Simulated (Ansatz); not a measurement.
The system is LiBi2I2O2.

```
Bi I O Li
1.0
     4.23282    0.00000    0.00000
     0.00000    4.23282    0.00000
     0.00000    0.00000    9.99994
Bi I O Li
2 2 2 1
Cartesian
  0.0000 2.1164 1.0818
  2.1164 0.0000 8.9182
  2.1164 0.0000 3.2250
  0.0000 2.1164 6.7750
  0.0000 0.0000 0.0000
  2.1164 2.1164 0.0000
  0.0000 0.0000 5.0000
```

The cell comes from a database or a generator and needn't be the stable form of this composition.

Base run:

```yaml
Program: Ansatz 0.2.0
Functional: PBE
Potentials_or_basis: Ansatz PAW
Cutoff: "420 eV (not typed: the program's choice for these potentials)"
k_mesh: 6 × 6 × 3
Occupations: gaussian, width 0.05 eV
Spin: no spin polarisation
```

Its results: band gap on the k mesh none (metal or under the smearing width); pressure 0.2 GPa; largest force 0.054 eV/Å.

Problem. The run is repeated on the same cell with these changes: functional from PBE to RPBE. What comes out?

Solution. Band gap on the k mesh none (metal or under the smearing width); pressure 2.0 GPa; largest force 0.172 eV/Å.

RPBE binds less tightly than PBE, so the same cell stands under more pressure.

Caveats: spin-orbit coupling is left out, which moves the levels of the heavy elements; an odd number of electrons without spin polarisation forces a metal; a magnetic or distorted state may lie lower; the PAW data sets come from PBE, with cores solved anew for the run's functional, which leaves a small shift of forces and pressure (some runs).
